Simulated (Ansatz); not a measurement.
**SiCl₃O radical: from a rough start to a minimum**

Aim: relax SiCl₃O radical from a cheap starting geometry, check the end point by its vibrations and derive ideal-gas thermochemistry.

Method: UKS PBE0-D4/def2-TZVP; program: Ansatz 0.2.0, Gaussian basis.

Plan: relaxation at PBE-D4/def2-SVP; relaxation at PBE0-D4/def2-TZVP; harmonic vibrations at the same level.

1 further run of the same task is left out (set aside as unsound or not needed).

### 1 Starting geometry

SMILES `[O][Si](Cl)(Cl)Cl`, 5 atoms, charge 0, spin multiplicity 2.

Atoms are counted from 1 here; the program's logs count them from 0.

Bond lengths: O1–Si2 1.774 Å, Si2–Cl3 2.113 Å, Si2–Cl4 2.064 Å, Si2–Cl5 2.100 Å. Angles: O1–Si2–Cl3 111.2°, O1–Si2–Cl4 108.3°, O1–Si2–Cl5 109.0°, Cl3–Si2–Cl4 110.8°, Cl3–Si2–Cl5 109.9°, Cl4–Si2–Cl5 107.6°.

Geometry (Å):

```
O     0.9165   -1.0854    1.1800
Si    0.0256   -0.0527    0.0451
Cl   -1.6313    0.8612    0.9846
Cl   -0.5857   -1.2146   -1.5475
Cl    1.3248    1.4179   -0.7036
```

The start is a force-field geometry with small random shifts, so a cheaper pass at PBE-D4/def2-SVP comes first.

### 2 Relaxation at PBE-D4/def2-SVP (cheap first pass)

in.yaml reads:

```yaml
crystal:
  periodic: [false, false, false]
  atoms:
    - {symbol: O, position_ang: [0.916500, -1.085400, 1.180000]}
    - {symbol: Si, position_ang: [0.025600, -0.052700, 0.045100]}
    - {symbol: Cl, position_ang: [-1.631300, 0.861200, 0.984600]}
    - {symbol: Cl, position_ang: [-0.585700, -1.214600, -1.547500]}
    - {symbol: Cl, position_ang: [1.324800, 1.417900, -0.703600]}
basis:
  gaussian: {orbitals: def2-SVP}
magnetization: {spin_polarized: true, initial_magnetization: 1}
hamiltonian: {xc: pbe, dispersion: d4}
relax: {f_tol: 0.03, max_steps: 200}
```

The log of the run (excerpt; [...] marks lines left out):

```text
Functional definition: PBE
  name "PBE"
  cite "Perdew, Burke & Ernzerhof, Phys. Rev. Lett. 77, 3865 (1996) doi:10.1103/PhysRevLett.77.3865"
  parent pbe
[...]
924 factors; their error is unknown
[...]
mean field -47457.75676979 eV, -1744.0403932671 hartree, gradient 9.2e-8 eV, S^2 0.752848; 6 other end points of the search recorded, 0 dependent functions left out
[...]
reference -47457.75679442 eV, -1744.0403941722 hartree; 37, 36 occupied and 49, 50 virtual orbitals, 924 factors
relax step   1: F+E_penalty+E_count = -47457.97574656 eV  Δ(F+E_penalty+E_count) = +0.000e0 eV  max|allowed force component| = 1.613e0 eV/Å  Δτ_max = 0.0000 Å  (320 SCF iters, accepted)
[...]
relax step   5: F+E_penalty+E_count = -47458.22926031 eV  Δ(F+E_penalty+E_count) = -3.234e-3 eV  max|allowed force component| = 8.346e-2 eV/Å  Δτ_max = 0.0488 Å  (45 SCF iters, accepted)
[...]
relax step   6: F+E_penalty+E_count = -47458.22997676 eV  Δ(F+E_penalty+E_count) = -7.164e-4 eV  max|allowed force component| = 2.316e-2 eV/Å  Δτ_max = 0.0083 Å  (37 SCF iters, accepted)
924 factors; their error is unknown
[...]
mean field -47458.00680383 eV, -1744.0495818483 hartree, gradient 7.4e-6 eV, S^2 0.752700; 7 other end points of the search recorded, 0 dependent functions left out
[...]
reference -47458.00682852 eV, -1744.0495827557 hartree; 37, 36 occupied and 49, 50 virtual orbitals, 924 factors
Total energy: -47458.23000145 eV, -1744.0577842096 hartree
Atom 0 at     0.819651    -1.126317     1.018371 Å, force    -0.023156     0.022096    -0.015953 eV/Å
Atom 1 at     0.053365    -0.006491     0.072976 Å, force     0.016672     0.003710     0.004110 eV/Å
Atom 2 at    -1.570025     0.887908     0.950810 Å, force     0.010659    -0.011787     0.002105 eV/Å
Atom 3 at    -0.538402    -1.294907    -1.433812 Å, force     0.007246     0.005203     0.006336 eV/Å
Atom 4 at     1.285311     1.466207    -0.649746 Å, force    -0.011421    -0.019222     0.003402 eV/Å
Dipole moment:    -0.116968     0.140430    -0.155165 e Å
```

It took 19 s on 4 threads, shared host.

Along the way:

```tsv
step	energy from step 1 (eV)	largest force component (eV/Å)
1	0.0000	1.6130
2	-0.1786	1.0790
3	-0.2427	0.2414
4	-0.2503	0.1177
5	-0.2535	0.0835
6	-0.2542	0.0232
```

Close pairs (by a distance rule), those that changed most:

```tsv
bond	before (Å)	after (Å)	change (Å)
O1–Si2	1.774	1.654	-0.121
Si2–Cl3	2.113	2.051	-0.062
Si2–Cl5	2.100	2.052	-0.049
Si2–Cl4	2.064	2.069	+0.005
```

### 3 Optimising with PBE0-D4/def2-TZVP

in.yaml reads:

```yaml
crystal:
  periodic: [false, false, false]
  atoms:
    - {symbol: O, position_ang: [0.819651, -1.126317, 1.018371]}
    - {symbol: Si, position_ang: [0.053365, -0.006491, 0.072976]}
    - {symbol: Cl, position_ang: [-1.570025, 0.887908, 0.950810]}
    - {symbol: Cl, position_ang: [-0.538402, -1.294907, -1.433812]}
    - {symbol: Cl, position_ang: [1.285311, 1.466207, -0.649746]}
basis:
  gaussian: {orbitals: def2-TZVP}
magnetization: {spin_polarized: true, initial_magnetization: 1}
hamiltonian: {xc: pbe0, dispersion: d4}
relax: {f_tol: 0.005, max_steps: 150}
```

The log of the run (excerpt; [...] marks lines left out):

```text
Functional definition: PBE0
  name "PBE0"
  cite "Adamo & Barone, J. Chem. Phys. 110, 6158 (1999) doi:10.1063/1.478522"
  cite "Perdew, Burke & Ernzerhof, Phys. Rev. Lett. 77, 3865 (1996) doi:10.1103/PhysRevLett.77.3865"
  parent pbe
[...]
1223 factors; their error is unknown
[...]
mean field -47480.30732585 eV, -1744.8691109166 hartree, gradient 1.5e-6 eV, S^2 0.754448; 2 other end points of the search recorded, 0 dependent functions left out
[...]
reference -47480.30735277 eV, -1744.8691119061 hartree; 37, 36 occupied and 142, 143 virtual orbitals, 1223 factors
relax step   1: F+E_penalty+E_count = -47480.49772413 eV  Δ(F+E_penalty+E_count) = +0.000e0 eV  max|allowed force component| = 6.159e-1 eV/Å  Δτ_max = 0.0000 Å  (123 SCF iters, accepted)
[...]
1223 factors; their error is unknown
[...]
mean field -47480.36493525 eV, -1744.8712280231 hartree, gradient 7.2e-6 eV, S^2 0.753937; 3 other end points of the search recorded, 0 dependent functions left out
[...]
reference -47480.36496191 eV, -1744.8712290031 hartree; 37, 36 occupied and 142, 143 virtual orbitals, 1223 factors
Total energy: -47480.55727257 eV, -1744.8782962895 hartree
Atom 0 at     0.815024    -1.070798     1.039306 Å, force    -0.003227     0.003429    -0.003486 eV/Å
Atom 1 at     0.038573    -0.018808     0.041033 Å, force     0.003592    -0.004588     0.004627 eV/Å
Atom 2 at    -1.536470     0.855623     0.950538 Å, force    -0.000178    -0.000126    -0.000420 eV/Å
Atom 3 at    -0.542828    -1.265509    -1.438680 Å, force     0.000294     0.001250     0.000306 eV/Å
Atom 4 at     1.275601     1.425893    -0.633599 Å, force    -0.000481     0.000036    -0.001027 eV/Å
Dipole moment:    -0.090038     0.117127    -0.117651 e Å
```

It took 72 s on 4 threads, shared host; peak memory 1.1 GiB.

Relaxation path:

```tsv
step	energy from step 1 (eV)	largest force component (eV/Å)
1	0.0000	0.6159
2	-0.0571	0.2362
3	-0.0591	0.0964
4	-0.0595	0.0373
5	-0.0595	0.0046
```

Distances of close pairs at the start and the end, largest changes first:

```tsv
bond	before (Å)	after (Å)	change (Å)
Si2–Cl4	2.069	2.020	-0.049
Si2–Cl5	2.052	2.018	-0.033
Si2–Cl3	2.051	2.018	-0.033
O1–Si2	1.654	1.645	-0.009
```

Mulliken charges of the relaxed molecule (report file):

```tsv
atom	value (e)
O1	-0.23
Si2	0.70
Cl3	-0.16
Cl4	-0.14
Cl5	-0.16
```

### 4 Harmonic vibrations

in.yaml reads:

```yaml
crystal:
  periodic: [false, false, false]
  atoms:
    - {symbol: O, position_ang: [0.815024, -1.070798, 1.039306]}
    - {symbol: Si, position_ang: [0.038573, -0.018808, 0.041033]}
    - {symbol: Cl, position_ang: [-1.536470, 0.855623, 0.950538]}
    - {symbol: Cl, position_ang: [-0.542828, -1.265509, -1.438680]}
    - {symbol: Cl, position_ang: [1.275601, 1.425893, -0.633599]}
basis:
  gaussian: {orbitals: def2-TZVP}
magnetization: {spin_polarized: true, initial_magnetization: 1}
hamiltonian: {xc: pbe0, dispersion: d4}
phonons: {temperatures: {t_min: 298.15, t_max: 900, t_step: 200}}
```

The log of the run (excerpt; [...] marks lines left out):

```text
Functional definition: PBE0
  name "PBE0"
  cite "Adamo & Barone, J. Chem. Phys. 110, 6158 (1999) doi:10.1063/1.478522"
  cite "Perdew, Burke & Ernzerhof, Phys. Rev. Lett. 77, 3865 (1996) doi:10.1103/PhysRevLett.77.3865"
  parent pbe
[...]
1223 factors; their error is unknown
[...]
mean field -47480.36494447 eV, -1744.8712283619 hartree, gradient 3.0e-6 eV, S^2 0.753937; 2 other end points of the search recorded, 0 dependent functions left out
[...]
reference -47480.36497105 eV, -1744.8712293386 hartree; 37, 36 occupied and 142, 143 virtual orbitals, 1223 factors
[...]
1223 factors; their error is unknown
mean field -47480.36492525 eV, -1744.8712276556 hartree, gradient 1.6e-6 eV, S^2 0.753931; 0 other end points of the search recorded, 0 dependent functions left out
[...]
reference -47480.36495182 eV, -1744.8712286322 hartree; 37, 36 occupied and 142, 143 virtual orbitals, 1223 factors
[...]
1223 factors; their error is unknown
[...]
mean field -47480.36494698 eV, -1744.8712284544 hartree, gradient 2.8e-6 eV, S^2 0.753939; 0 other end points of the search recorded, 0 dependent functions left out
[...]
reference -47480.36497356 eV, -1744.8712294312 hartree; 37, 36 occupied and 142, 143 virtual orbitals, 1223 factors
Total energy: -47480.55728169 eV, -1744.8782966245 hartree
Atom 0 at     0.815024    -1.070798     1.039306 Å, force    -0.003273     0.003419    -0.003561 eV/Å
Atom 1 at     0.038573    -0.018808     0.041033 Å, force     0.003596    -0.004458     0.004675 eV/Å
Atom 2 at    -1.536470     0.855623     0.950538 Å, force    -0.000111    -0.000166    -0.000459 eV/Å
Atom 3 at    -0.542828    -1.265509    -1.438680 Å, force     0.000298     0.001192     0.000338 eV/Å
Atom 4 at     1.275601     1.425893    -0.633599 Å, force    -0.000510     0.000013    -0.000992 eV/Å
Dipole moment:    -0.090037     0.117128    -0.117647 e Å
Vibrations: 107.32 158.00 219.48 233.51 241.16 459.38 624.03 627.85 896.94 cm⁻¹, zero-point energy 0.221167 eV
```

It took 1.7 min on 4 threads, shared host; peak memory 1.1 GiB.

Motions are named by where the mode's potential energy lies. The modes, unscaled (a negative number is an imaginary wavenumber):

```tsv
mode	cm⁻¹	motion
1	107	bend
2	158	bend
3	219	bend
4	234	bend
5	241	bend
6	459	Si–Cl stretch
7	624	Si–Cl stretch
8	628	Si–Cl stretch
9	897	Si–O stretch
```

From these modes and the moments of inertia (298.15 K, 1 bar, symmetry number 1):

```tsv
term	value
zero-point energy	21.3 kJ/mol
H(298) − E	40.4 kJ/mol
entropy, electronic degeneracy	5.8 J/(mol K)
entropy, translation	171.4 J/(mol K)
entropy, rotation	119.9 J/(mol K)
entropy, vibration	55.3 J/(mol K)
entropy, total	352.4 J/(mol K)
```

### 5 Summary of results

| quantity | value |
| --- | --- |
| point group | Cs |
| steps | 6 + 5 |
| shift from the start (rms) | 0.114 Å |
| total energy | -47480.5573 eV |
| dispersion term | -192 meV |
| dipole moment | 0.91 D |
| lowest, highest wavenumber | 107, 897 cm⁻¹ |
| zero-point energy | 21.3 kJ/mol |
| entropy at 298.15 K | 352.4 J/(mol K) |

What this shows: The relaxed geometry lies 0.11 Å (rms) from the start; the bond that changed most is O1–Si2, from 1.774 to 1.645 Å. All wavenumbers are real, so the end point is a minimum. The stiffest mode, 897 cm⁻¹, is an Si–O stretch, and 2 modes under 200 cm⁻¹ make the vibrational entropy uncertain. The largest Mulliken charge, +0.70 e, sits on Si2.
